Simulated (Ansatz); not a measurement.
**ZnIF (SMILES [F][Zn][I]): single points off equilibrium**

One table from this session's results is given with a row withheld; the runs are named, their logs left out.

Program: Ansatz 0.2.0, Gaussian basis. Level of theory: single points in def2-TZVPP. These are calculated values, not measurements.

Cores are frozen in the correlated methods. The 3s and 3p shells of Cu and Zn are frozen; filled d shells are correlated. Core potentials replace the inner electrons past krypton, and spin-orbit coupling is left out. B3LYP uses VWN-RPA correlation.

## Starting geometry

SMILES `[F][Zn][I]`, 3 atoms, charge 0, spin multiplicity 1.

Atoms are counted from 1 here; the program's logs count them from 0.

Bond lengths: F1–Zn2 1.602 Å, Zn2–I3 2.311 Å. Angles: F1–Zn2–I3 140.8°.

Geometry (Å):

```
F    -1.4941    0.5448   -0.6802
Zn   -0.0379    0.4758   -0.0160
I     1.5044   -1.0592    0.7610
```

The first run:

Input file run/in.yaml:

```yaml
crystal:
  periodic: [false, false, false]
  atoms:
    - {symbol: F, position_ang: [-1.494100, 0.544800, -0.680200]}
    - {symbol: Zn, position_ang: [-0.037900, 0.475800, -0.016000]}
    - {symbol: I, position_ang: [1.504400, -1.059200, 0.761000]}
basis:
  gaussian: {orbitals: def2-TZVPP}
correlation: {method: ccsd_t, frozen_orbitals: {F: 1, I: 4, Zn: 9}}
output: {forces: true}
```

The command line of these runs was not kept.

Steps of the session up to this table: CCSD(T)/def2-TZVPP; PBE0-D4/def2-TZVPP; wB97M-V/def2-TZVPP; r2SCAN-D4/def2-TZVPP; PBE-D4/def2-TZVPP; r2SCANh-D4/def2-TZVPP; B3LYP-D4/def2-TZVPP.

One table of the session follows, with a row left open; its other results are not shown here.

```
    method  RMS force component (eV/Å)  angle to CCSD(T) forces (°)  dipole (D)
   CCSD(T)                       2.399                    reference        2.23
   PBE0-D4                       2.407                          1.5        2.10
   wB97M-V                       2.495                          2.3        2.13
 r2SCAN-D4                       2.354                          2.9        1.97
    PBE-D4                       2.536                          1.5        1.82
r2SCANh-D4                           ?                            ?           ?
  B3LYP-D4                       2.537                          0.5        2.03
```

Estimate the missing values for r2SCANh-D4.

**Answer.** RMS force component (eV/Å): 2.335; angle to CCSD(T) forces (°): 2.8; dipole (D): 2.06. In the column «RMS force component (eV/Å)» it is the lowest.
